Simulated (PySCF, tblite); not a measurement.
# C₆H₁₄N₂Si: geometry, infrared bands and NMR shifts

What infrared bands and NMR shifts should C₆H₁₄N₂Si (`C=CN([SiH3])N(C)C1CC1`) show?

The runs use tblite 0.8.0 and PySCF 2.14.0, with density-fitted response routines of our own; the level of theory stands in each step. All values are computed, except where a source is named. Atoms are numbered from 0 throughout.

**1. The molecule as given**

23 atoms, charge 0, multiplicity 1; geometry from: force field or distance geometry start.

Bonds of the start (Å): C0–C1 1.34, C1–N2 1.45, N2–Si3 1.77, N2–N4 1.39, N4–C5 1.42, N4–C6 1.43, C6–C7 1.48, C7–C8 1.49, C8–C6 1.53, C0–H9 1.08, C0–H10 1.08, C1–H11 1.05, Si3–H12 1.49, Si3–H13 1.46, Si3–H14 1.46, C5–H15 1.14, C5–H16 1.10, C5–H17 1.12, C6–H18 1.13, C7–H19 1.10, C7–H20 1.13, C8–H21 1.10, C8–H22 1.12.

**2. Geometry optimisation with GFN2-xTB**

The job: settings as JSON, then the geometry in Å.

```
{"job": {"kind": "relax", "xc": "GFN2-xTB", "basis": "xTB"}, "charge": 0, "multiplicity": 1}
C      2.524300     1.321300    -0.870700
C      1.208700     1.058500    -0.899700
N      0.776200    -0.043800    -0.059600
Si     1.713800    -1.550600    -0.088900
N     -0.368400     0.166800     0.692900
C     -0.248200    -0.001500     2.095000
C     -1.590900    -0.314800     0.137100
C     -1.929500    -0.240900    -1.306100
C     -2.469100     0.811900    -0.397300
H      3.156200     0.718600    -0.240900
H      2.865700     2.138800    -1.484900
H      0.545800     1.620100    -1.487100
H      2.966100    -1.401600     0.713200
H      0.992900    -2.687600     0.483500
H      2.133700    -1.906900    -1.439600
H     -1.028900     0.615100     2.642300
H      0.734600     0.265300     2.519000
H     -0.461400    -1.051600     2.433300
H     -2.181700    -1.105600     0.693100
H     -1.098600    -0.047400    -2.000900
H     -2.735400    -0.962500    -1.645500
H     -3.502100     0.794100    -0.006600
H     -2.008600     1.831400    -0.471700
```

On the command line:

```bash
OMP_NUM_THREADS=1 python probes_run.py task.json out
```

This one command runs all jobs of the session in turn.

Standard output:

```text
step      E/eV     max force
  0    -747.77106    3.346
  1    -748.05920    1.492
  2    -748.15180    0.913
  3    -748.23344    0.690
  4    -748.31761    0.725
  5    -748.36210    0.541
  6    -748.40686    0.432
  7    -748.43123    0.303
  8    -748.44750    0.283
  9    -748.45843    0.270
 10    -748.46763    0.202
 11    -748.47520    0.184
 12    -748.48294    0.233
 13    -748.49219    0.279
 14    -748.50245    0.250
 15    -748.51208    0.197
 16    -748.52148    0.219
 17    -748.53209    0.249
 18    -748.54360    0.241
 19    -748.55445    0.227
 20    -748.56378    0.213
 21    -748.57264    0.264
 22    -748.58295    0.266
 23    -748.59424    0.271
 24    -748.60475    0.252
 25    -748.61464    0.238
 26    -748.62577    0.258
 27    -748.63875    0.263
 28    -748.65125    0.280
 29    -748.66102    0.215
 30    -748.66832    0.209
 31    -748.67078    0.396
 32    -748.68079    0.186
 33    -748.68777    0.143
 34    -748.69762    0.180
 35    -748.70417    0.195
 36    -748.71002    0.180
 37    -748.71714    0.150
 38    -748.72137    0.131
 39    -748.72474    0.161
 40    -748.72792    0.160
 41    -748.73108    0.121
 42    -748.73393    0.125
 43    -748.73634    0.115
 44    -748.73858    0.102
 45    -748.74097    0.115
 46    -748.74368    0.134
 47    -748.74637    0.175
 48    -748.74888    0.161
 49    -748.75112    0.100
 50    -748.75333    0.102
 51    -748.75459    0.099
 52    -748.75599    0.102
 53    -748.75710    0.094
 54    -748.75831    0.109
 55    -748.75944    0.083
 56    -748.76040    0.060
 57    -748.76114    0.054
 58    -748.76183    0.068
 59    -748.76258    0.071
 60    -748.76331    0.055
 61    -748.76389    0.051
 62    -748.76435    0.048
 63    -748.76486    0.063
 64    -748.76555    0.065
 65    -748.76636    0.066
 66    -748.76709    0.057
 67    -748.76766    0.060
 68    -748.76826    0.064
 69    -748.76907    0.077
 70    -748.77005    0.077
 71    -748.77098    0.067
 72    -748.77176    0.061
 73    -748.77253    0.070
 74    -748.77355    0.082
 75    -748.77486    0.108
 76    -748.77618    0.094
 77    -748.77729    0.063
 78    -748.77819    0.069
 79    -748.77906    0.085
 80    -748.78000    0.111
 81    -748.78092    0.105
 82    -748.78166    0.056
 83    -748.78223    0.057
 84    -748.78274    0.051
 85    -748.78338    0.067
 86    -748.78396    0.052
 87    -748.78441    0.040
 88    -748.78477    0.038
 89    -748.78514    0.044
 90    -748.78556    0.049
 91    -748.78600    0.045
 92    -748.78640    0.044
 93    -748.78677    0.037
 94    -748.78715    0.046
 95    -748.78760    0.045
 96    -748.78807    0.040
 97    -748.78847    0.039
 98    -748.78878    0.038
 99    -748.78909    0.036
100    -748.78944    0.033
101    -748.78979    0.037
102    -748.79004    0.034
103    -748.79018    0.026
104    -748.79030    0.024
105    -748.79043    0.023
106    -748.79056    0.024
107    -748.79067    0.021
108    -748.79075    0.018
109    -748.79082    0.014
110    -748.79088    0.015
111    -748.79094    0.018
112    -748.79100    0.019
113    -748.79107    0.021
114    -748.79115    0.022
115    -748.79125    0.023
116    -748.79134    0.023
117    -748.79142    0.018
118    -748.79149    0.018
119    -748.79156    0.016
120    -748.79164    0.018
121    -748.79174    0.020
122    -748.79185    0.020
123    -748.79199    0.026
124    -748.79215    0.029
125    -748.79230    0.028
126    -748.79242    0.028
127    -748.79250    0.017
128    -748.79254    0.012
129    -748.79258    0.011
130    -748.79262    0.018
131    -748.79266    0.019
132    -748.79271    0.015
133    -748.79274    0.013
134    -748.79278    0.013
135    -748.79282    0.018
136    -748.79287    0.020
137    -748.79292    0.015
138    -748.79297    0.015
139    -748.79302    0.017
140    -748.79309    0.020
141    -748.79317    0.020
142    -748.79324    0.018
143    -748.79330    0.015
144    -748.79334    0.017
145    -748.79341    0.020
146    -748.79349    0.017
147    -748.79356    0.019
148    -748.79363    0.018
149    -748.79369    0.025
150    -748.79377    0.024
151    -748.79385    0.016
152    -748.79392    0.015
153    -748.79397    0.017
154    -748.79403    0.023
155    -748.79411    0.022
156    -748.79420    0.020
157    -748.79427    0.019
158    -748.79432    0.018
159    -748.79437    0.020
160    -748.79442    0.014
161    -748.79446    0.014
162    -748.79450    0.014
163    -748.79454    0.014
164    -748.79459    0.013
165    -748.79465    0.014
166    -748.79470    0.014
167    -748.79475    0.014
168    -748.79480    0.018
169    -748.79485    0.020
170    -748.79490    0.016
171    -748.79494    0.012
172    -748.79497    0.011
173    -748.79499    0.008
```

It took 2.7 s on 1 thread of Arm Neoverse N1, shared host; peak memory 0.18 GiB.

Along the way: (not every step is listed)

```tsv
step	energy from step 0 (eV)	largest force (eV/Å)
0	0.0000	3.3463
1	-0.2881	1.4916
2	-0.3807	0.9126
3	-0.4624	0.6896
4	-0.5465	0.7246
5	-0.5910	0.5413
6	-0.6358	0.4319
7	-0.6602	0.3032
8	-0.6764	0.2827
24	-0.8337	0.2521
40	-0.9569	0.1603
56	-0.9893	0.0604
72	-1.0007	0.0612
88	-1.0137	0.0379
104	-1.0192	0.0244
120	-1.0206	0.0183
136	-1.0218	0.0201
152	-1.0229	0.0150
168	-1.0237	0.0177
169	-1.0238	0.0198
170	-1.0238	0.0156
171	-1.0239	0.0122
172	-1.0239	0.0108
173	-1.0239	0.0081
```

Close pairs (by a distance rule), those that changed most:

```tsv
bond	before (Å)	after (Å)	change (Å)
C1–N2	1.452	1.380	-0.072
C7–H20	1.134	1.079	-0.055
C5–H15	1.135	1.089	-0.046
C8–H22	1.121	1.078	-0.043
C6–H18	1.133	1.092	-0.041
N2–Si3	1.775	1.740	-0.035
C1–H11	1.049	1.083	+0.034
N2–N4	1.386	1.417	+0.031
```

The end geometry stands in the next job.

**3. Infrared spectrum with GFN2-xTB**

The job: settings as JSON, then the geometry in Å.

```
{"job": {"kind": "ir", "xc": "GFN2-xTB", "basis": "xTB"}, "charge": 0, "multiplicity": 1}
C      2.663784     1.089019    -1.166825
C      1.511076     1.094621    -0.511200
N      0.889939     0.004643     0.063998
Si     1.560533    -1.600299     0.036950
N     -0.365042     0.334785     0.633301
C     -0.366816     0.238296     2.077395
C     -1.458241    -0.360179     0.025873
C     -1.801146    -0.001145    -1.386509
C     -2.693380     0.440291    -0.268086
H      3.236442     0.192579    -1.321547
H      3.066778     1.999994    -1.568750
H      0.954431     2.012981    -0.373356
H      2.871754    -1.583090     0.686657
H      0.641752    -2.439766     0.804629
H      1.646407    -2.091011    -1.340475
H     -1.293137     0.677598     2.445239
H      0.477414     0.807183     2.463470
H     -0.294562    -0.795971     2.440976
H     -1.592794    -1.400265     0.328447
H     -1.188795     0.744565    -1.868262
H     -2.138728    -0.786778    -2.044547
H     -3.654897    -0.035386    -0.149230
H     -2.677527     1.484321     0.001931
```

Standard output:

```text
mode    cm-1     km/mol
  1      42.8      0.04
  2      49.4      0.15
  3      79.1      0.35
  4     152.0      0.96
  5     173.6      2.06
  6     183.1      0.25
  7     199.0      1.41
  8     202.9      0.49
  9     230.2      1.37
 10     308.3      2.91
 11     368.7      2.80
 12     446.3      6.20
 13     480.7     10.88
 14     509.1      7.05
 15     561.8     83.19
 16     615.3     42.88
 17     636.5     11.35
 18     638.9      6.78
 19     788.2    138.02
 20     789.9    108.23
 21     794.2     10.27
 22     802.4    128.13
 23     810.6    397.75
 24     851.0     13.38
 25     865.4      1.30
 26     970.8     10.73
 27     994.8     13.59
 28     996.2      7.91
 29    1012.0      4.34
 30    1048.7     15.80
 31    1067.4      0.98
 32    1076.3      1.52
 33    1080.0      4.19
 34    1094.2      1.47
 35    1120.7     24.78
 36    1151.8      0.29
 37    1176.7     13.15
 38    1236.5      6.47
 39    1246.7    132.19
 40    1266.1     13.33
 41    1296.7      8.70
 42    1363.4     16.24
 43    1403.2      2.25
 44    1409.5     26.25
 45    1424.8      0.11
 46    1476.9      6.66
 47    1479.6      5.67
 48    1483.7      1.52
 49    1699.7    185.62
 50    2241.0    384.48
 51    2253.6    332.16
 52    2269.4    162.27
 53    2882.6     58.30
 54    2919.9     84.50
 55    3014.4     28.79
 56    3022.2     28.25
 57    3052.6     30.30
 58    3089.2     25.96
 59    3094.2     15.52
 60    3104.8      6.78
 61    3119.5     43.82
 62    3122.0     24.59
 63    3150.7     56.47
```

Run time: 1.8 s. Hardware: 1 thread of Arm Neoverse N1, shared host; peak memory 0.18 GiB.

Which atoms move in the most intense modes:

```tsv
cm⁻¹	km/mol	atoms
788	138.0	H12 53 %, H14 23 %, H13 11 %
802	128.1	H10 37 %, H13 17 %, C0 15 %, H9 13 %
811	397.8	H13 38 %, H12 25 %, H14 23 %
1247	132.2	N2 42 %, C1 31 %, H9 11 %
1700	185.6	C1 53 %, C0 38 %
2241	384.5	H14 85 %
2254	332.2	H12 73 %, H13 18 %
2269	162.3	H13 77 %, H12 15 %
```

**4. Shielding tensors: PBE0/pcSseg-1**

Same as in step 3 but for these lines:

```diff
@@ -1,2 +1,2 @@
-{"job": {"kind": "ir", "xc": "GFN2-xTB", "basis": "xTB"}, "charge": 0, "multiplicity": 1}
+{"job": {"kind": "nmr", "xc": "PBE0", "basis": "pcSseg-1"}, "charge": 0, "multiplicity": 1}
 C      2.663784     1.089019    -1.166825
```

With the program's defaults for keys left out, this is: GIAO PBE0/pcSseg-1 NMR shielding, non-relativistic, gas phase.

Standard output:

```text
coarse grid: 18944 points
cycle   1  E = -635.2734877875  dE =  1.216e+00  |g| = 4.635e-01  |ddm| = 4.275e+00
cycle   2  E = -635.2600808876  dE =  1.341e-02  |g| = 5.216e-01  |ddm| = 8.691e-01
cycle   3  E = -635.3276377558  dE = -6.756e-02  |g| = 1.027e-01  |ddm| = 4.961e-01
cycle   4  E = -635.3297490444  dE = -2.111e-03  |g| = 4.851e-02  |ddm| = 1.486e-01
cycle   5  E = -635.3303043722  dE = -5.553e-04  |g| = 7.039e-03  |ddm| = 4.673e-02
cycle   6  E = -635.3303118646  dE = -7.492e-06  |g| = 3.842e-03  |ddm| = 8.609e-03
cycle   7  E = -635.3303149183  dE = -3.054e-06  |g| = 5.164e-04  |ddm| = 3.533e-03
final grid: 176368 points
cycle   8  E = -635.3815497455  dE = -5.726e-05  |g| = 9.115e-03  |ddm| = 4.046e-02
cycle   9  E = -635.3815419609  dE =  7.785e-06  |g| = 1.072e-02  |ddm| = 2.023e-02
cycle  10  E = -635.3815707789  dE = -2.882e-05  |g| = 1.680e-03  |ddm| = 1.211e-02
cycle  11  E = -635.3815714275  dE = -6.485e-07  |g| = 3.358e-04  |ddm| = 1.784e-03
cycle  12  E = -635.3815714508  dE = -2.338e-08  |g| = 1.245e-04  |ddm| = 3.499e-04
cycle  13  E = -635.3815714541  dE = -3.215e-09  |g| = 3.440e-05  |ddm| = 1.325e-04
cycle  14  E = -635.3815714543  dE = -2.369e-10  |g| = 8.007e-06  |ddm| = 3.350e-05
converged SCF energy = -635.3815714543

GIAO shielding tensors (ppm)
atom      isotropic    diamagn.    paramagn.     s11        s22        s33       span
  0 C      105.364     257.812    -152.448     24.049    121.200    170.842    146.793
  1 C       30.496     250.638    -220.142    -71.160     56.952    105.697    176.857
  2 N      136.425     329.412    -192.987     86.971    142.252    180.054     93.083
  3 Si     427.050     883.343    -456.293    379.042    434.109    467.999     88.957
  4 N      147.720     320.905    -173.185     93.216    119.063    230.881    137.665
  5 C      141.375     247.264    -105.889    115.547    123.957    184.621     69.073
  6 C      146.571     248.173    -101.602    107.088    122.587    210.040    102.952
  7 C      178.844     250.686     -71.842    149.235    176.465    210.831     61.597
  8 C      174.324     256.290     -81.966    142.886    173.684    206.401     63.515
  9 H       27.946      32.927      -4.981     25.262     25.446     33.130      7.869
 10 H       27.892      29.704      -1.812     25.581     25.824     32.269      6.687
 11 H       25.201      33.140      -7.939     22.639     23.161     29.803      7.164
 12 H       27.282      30.858      -3.576     23.950     24.751     33.145      9.195
 13 H       26.934      32.202      -5.268     23.146     27.510     30.146      7.001
 14 H       27.264      31.562      -4.298     23.587     25.467     32.738      9.151
 15 H       28.983      30.589      -1.606     23.978     27.308     35.663     11.685
 16 H       29.046      31.223      -2.177     24.977     26.800     35.362     10.385
 17 H       28.974      31.414      -2.439     24.875     27.855     34.193      9.319
 18 H       29.658      33.311      -3.654     23.495     29.428     36.050     12.556
 19 H       30.980      32.428      -1.448     25.650     28.914     38.375     12.725
 20 H       31.289      31.024       0.266     26.191     26.209     41.467     15.276
 21 H       31.161      30.949       0.212     25.350     26.586     41.548     16.198
 22 H       31.165      32.608      -1.443     25.700     28.817     38.978     13.278
```

It took 1.8 min on 1 thread of Arm Neoverse N1, shared host; peak memory 1.1 GiB.

Shifts follow as δ = σ(reference) − σ, with reference shieldings (ppm) from runs at the same level and on the same kind of geometry: 1H TMS 31.72, 13C TMS 186.9, 29Si TMS 349.2, 15N NH3 267.7. The references are single molecules in the gas phase, so shifts against H2O, NH3, PH3, H3PO4 or CFCl3 are not on the usual liquid scales and can be off by tens of ppm. Atoms listed in one row are averaged.

```tsv
atoms	environment	σ (ppm)	δ (ppm)	δ scaled to CDCl3
C1	alkene carbon bearing nitrogen	30.5	156.4	150.8
C0	β carbon of an enol-ether or enamine type C=C	105.4	81.6	77.7
C5	methyl carbon bonded to N	141.4	45.6	42.5
C6	three-membered-ring carbon	146.6	40.4	37.5
C7, C8	three-membered-ring carbon	176.6	10.3	8.2
H11	hydrogen on an alkene carbon bearing nitrogen	25.20	6.52	6.25
H12, H13, H14	hydrogen on a silicon bonded to N	27.16	4.56	–
H10	hydrogen on a β carbon of an enol-ether or enamine type C=C	27.89	3.83	3.71
H9	hydrogen on a β carbon of an enol-ether or enamine type C=C	27.95	3.77	3.66
H15, H16, H17	hydrogen on a methyl carbon bonded to N	29.00	2.72	2.67
H18	hydrogen on a three-membered-ring carbon	29.66	2.06	2.05
H19, H22	hydrogen on a three-membered-ring carbon	31.07	0.64	0.71
H20, H21	hydrogen on a three-membered-ring carbon	31.23	0.49	0.57
N2	enamine nitrogen	136.4	131.3	–
N4	nitrogen bonded to 2 C, N	147.7	120.0	–
Si3	silicon bonded to N, 3 H	427.1	-77.9	–
```

The scaled column applies a straight-line fit of computed shieldings to shifts measured in CDCl3 (root-mean-square error 0.16 ppm for H, 1.9 ppm for C).

Charges from the same density, by scheme (e):

```tsv
atoms	Mulliken	IAO	Hirshfeld	ESP fit
C0	-0.28	-0.44	-0.17	-0.74
C1	0.15	-0.03	-0.01	0.08
N2	-0.59	-0.38	-0.10	-0.10
Si3	0.60	0.71	0.35	0.39
N4	-0.41	-0.16	-0.03	-0.22
C5	-0.05	-0.31	-0.08	-0.46
C6	-0.09	-0.05	-0.01	0.12
C7, C8	-0.18	-0.29	-0.09	-0.32
```

Mayer bond orders: C0–C1 1.89, C1–N2 1.01, N2–Si3 0.87, N2–N4 0.97, N4–C5 0.96, N4–C6 0.95, C6–C7 0.96, C7–C8 0.99, C8–C6 0.95.

Ring of atoms C6, C7, C8: NICS(0) -42.4, NICS(1) -8.6, NICS(1)zz -21.7 ppm (means of both faces).

The two faces differ (NICS(1)zz -18.9 and -24.4 ppm).

In rings of three or four atoms NICS is ruled by the nearby σ bonds, so it says little on aromaticity.

Orbitals, density, ELF and potential are computed afterwards from the orbital file.

Frontier orbitals at PBE0/pcSseg-1, with the share of their density that lies nearest to each atom:

```tsv
orbital	energy (eV)	lies on
HOMO	-5.88	C0 33 %; N2 32 %; C1 11 %
LUMO	0.85	H12, H13, H14 about 18 % each; Si3 15 %; N2 6 %
```

ELF in a plane through or near 6 of the atoms.

Values, 10 rows by 14 columns:
```
0.00 0.00 0.00 0.00 0.00 0.00 0.00 0.00 0.00 0.00 0.00 0.00 0.00 0.00
0.00 0.00 0.00 0.00 0.00 0.00 0.00 0.01 0.01 0.00 0.00 0.00 0.00 0.00
0.00 0.00 0.00 0.25 0.38 0.02 0.02 0.97 0.98 0.03 0.00 0.00 0.00 0.00
0.00 0.00 0.08 0.98 0.97 0.18 0.03 0.37 0.39 0.01 0.00 0.00 0.00 0.00
0.00 0.00 0.00 0.11 0.33 0.61 0.66 0.47 0.37 0.44 0.10 0.05 0.00 0.00
0.00 0.00 0.68 0.97 0.17 0.29 0.85 0.15 0.45 0.89 0.82 1.00 0.40 0.00
0.00 0.00 0.71 0.97 0.65 0.41 0.12 0.09 0.63 0.90 0.67 0.87 0.10 0.00
0.00 0.00 0.01 0.13 0.51 0.56 0.00 0.96 0.99 0.35 0.19 0.01 0.00 0.00
0.00 0.00 0.00 0.00 0.01 0.00 0.00 0.06 0.19 0.01 0.00 0.00 0.00 0.00
0.00 0.00 0.00 0.00 0.00 0.00 0.00 0.00 0.00 0.00 0.00 0.00 0.00 0.00
```
The map spans 12.4 Å across and 10.2 Å up, centred on the molecule. Atoms in the plane (x, y in Å): N2 (-0.9, 0.2), C6 (1.4, 0.0), C8 (2.6, -0.8), H9 (-3.4, -0.9), H19 (0.9, -2.1), H21 (3.6, -0.6).

log10 of the density (e/Å³) in the same plane.

Ten even steps from ' ' (-4.0) to '@' (0.6):
```
                                                        
                            ......                      
                        ..::::::::..                    
          ....::::::::::--====++==--::..                
        ..::--====------==++******==--::                
        ::--==++++++======**######++==::..              
      ..--==++********++++****##**++==--::..            
      ..--==++******######****##****++++==--::..        
      ..--==++++****##%%%%####%%######**++====--..      
      ::--==++++++**%%@@@@%%%%%%@@@@%%####****++--..    
    ..--++**####****##@@@@%%##%%%%@@@@%%%%%%%%**==::    
    ..--**##@@%%##########****##%%%%@@@@@@%%%%**==::    
    ..--++##%%%%####******++**##%%%%@@%%%%##**++--..    
    ..::==++**####****++==++**%%@@%%%%##**++++==::      
      ..--==++++++++====--==**##%%##**++++==--::        
        ::----======----::--++****++++==----::..        
          ..::::::::......::----==----::::..            
                              ........                  
                                                        
                                                        
```
The map spans 12.4 Å across and 10.2 Å up, centred on the molecule. Atoms in the plane (x, y in Å): N2 (-0.9, 0.2), C6 (1.4, 0.0), C8 (2.6, -0.8), H9 (-3.4, -0.9), H19 (0.9, -2.1), H21 (3.6, -0.6).

On the surface of density 0.002 e/bohr³ the electrostatic potential runs, from the 1st to the 99th percentile, from -1.01 V near C0 to 0.81 V near H14.

**5. Results**

```
                                                               quantity                                               value
                              strongest single infrared mode (GFN2-xTB)                                811 cm⁻¹, 398 km/mol
                                           zero-point energy (GFN2-xTB)                                      116.5 kcal/mol
13C shifts against TMS (PBE0/pcSseg-1, means over atoms taken as alike)                   156.4, 81.6, 45.6, 40.4, 10.3 ppm
 1H shifts against TMS (PBE0/pcSseg-1, means over atoms taken as alike)  6.52, 4.56, 3.83, 3.77, 2.72, 2.06, 0.64, 0.49 ppm
                                 15N shifts against NH3 (PBE0/pcSseg-1)                                    131.3, 120.0 ppm
                                29Si shifts against TMS (PBE0/pcSseg-1)                                           -77.9 ppm
                                  surface potential, 1st and 99th percentile                                  -1.01 V and 0.81 V
```

What this shows: Relaxing lowered the energy by 1.024 eV in 173 steps; the close pair that moved most is C1–N2, from 1.452 to 1.380 Å. No mode is imaginary among the 63: a minimum at this level. The strongest single mode, at 811 cm⁻¹, has its largest shares on H13, H12 and H14 (the list is cut at 3 atoms). GFN2-xTB is a fitted tight-binding method: band positions and strengths are rough. Its intensities can rank the bands wrongly. The most deshielded carbon is C1 (alkene carbon bearing nitrogen), at 156.4 ppm: an sp2 carbon further deshielded by the attached heteroatom. The most deshielded hydrogen is H11 (hydrogen on an alkene carbon bearing nitrogen), at 6.52 ppm: a vinylic proton, deshielded by the sp2 carbon and the C=C anisotropy. At PBE0/pcSseg-1: The largest span, 177 ppm, is at C1, where the paramagnetic term is -220 ppm.
